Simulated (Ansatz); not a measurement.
**C2H6ClFSi: basis-set convergence**

The task here is to estimate one member of a computed series from the others.

Computed with Ansatz 0.2.0, Gaussian basis. Level: one geometry, several basis sets.

The runs, in order: PBE0-D4/def2-SVP; ωB97M-V/def2-SVP; PBE0-D4/def2-QZVPP; ωB97M-V/def2-QZVPP; the functionals' def2-TZVPP values are taken from earlier runs.

## Structure used throughout

The geometry comes from an earlier relaxation with PBE0-D4 in a triple-zeta def2 set; it is a stationary point, not always the lowest conformer.

SMILES `CC(F)([SiH3])Cl`, 11 atoms, charge 0, spin multiplicity 1.

Atoms are counted from 1 here; the program's logs count them from 0.

Bond lengths: C1–C2 1.504 Å, C1–H6 1.092 Å, C1–H7 1.090 Å, C1–H8 1.093 Å, C2–F3 1.378 Å, C2–Si4 1.913 Å, C2–Cl5 1.799 Å, Si4–H9 1.486 Å, Si4–H10 1.483 Å, Si4–H11 1.480 Å. Angles: C2–C1–H6 110.0°, C2–C1–H7 110.5°, C2–C1–H8 109.3°, H6–C1–H7 109.0°, H6–C1–H8 109.0°, H7–C1–H8 109.0°, C1–C2–F3 108.6°, C1–C2–Si4 116.0°, C1–C2–Cl5 109.5°, F3–C2–Si4 108.7°, F3–C2–Cl5 107.2°, Si4–C2–Cl5 106.5°, C2–Si4–H9 108.2°, C2–Si4–H10 108.1°, C2–Si4–H11 108.7°, H9–Si4–H10 109.9°, H9–Si4–H11 110.6°, H10–Si4–H11 111.3°.

Set-up of the first run:

in.yaml

```yaml
crystal:
  periodic: [false, false, false]
  atoms:
    - {symbol: C, position_ang: [-0.526106, 0.249639, 1.314559]}
    - {symbol: C, position_ang: [0.248666, 0.573083, 0.066252]}
    - {symbol: F, position_ang: [1.529241, 0.934825, 0.424829]}
    - {symbol: Si, position_ang: [0.346875, -0.817971, -1.243871]}
    - {symbol: Cl, position_ang: [-0.496366, 1.992393, -0.751208]}
    - {symbol: H, position_ang: [-0.534008, 1.113158, 1.982648]}
    - {symbol: H, position_ang: [-1.554126, -0.017027, 1.068104]}
    - {symbol: H, position_ang: [-0.052666, -0.592019, 1.825813]}
    - {symbol: H, position_ang: [0.995939, -1.999856, -0.618392]}
    - {symbol: H, position_ang: [-1.035819, -1.161411, -1.655591]}
    - {symbol: H, position_ang: [1.143869, -0.331915, -2.392546]}
basis:
  gaussian: {orbitals: def2-SVP}
hamiltonian: {xc: pbe0, dispersion: d4}
output: {orbitals: {seedname: orbitals}}
```

Launch:

```sh
ansatz run in.yaml --threads 4 --pin off --events-out ev --progress --plain --max-ram 10444MiB
```

Among the steps run: PBE0-D4 in def2-SVP; ωB97M-V in def2-SVP; PBE0-D4 in def2-QZVPP; ωB97M-V in def2-QZVPP.

One of the session's tables, all rows but one given; the rest of the session is left out.

It belongs to the step «Functionals by basis». 

| functional | basis | HOMO (eV) | LUMO (eV) |
| --- | --- | --- | --- |
| PBE0-D4 | def2-SVP | -8.13 | 0.47 |
| PBE0-D4 | def2-TZVPP | -8.25 | 0.04 |
| PBE0-D4 | def2-QZVPP | ? | ? |
| ωB97M-V | def2-SVP | -10.34 | 2.44 |
| ωB97M-V | def2-TZVPP | -10.50 | 1.80 |
| ωB97M-V | def2-QZVPP | -10.54 | 1.50 |

**Question.** Estimate the row for PBE0-D4, def2-QZVPP.

**Answer.** HOMO (eV): -8.28; LUMO (eV): -0.09. In the column «HOMO (eV)» it lies between ωB97M-V, def2-SVP (-10.34) and PBE0-D4, def2-TZVPP (-8.25).
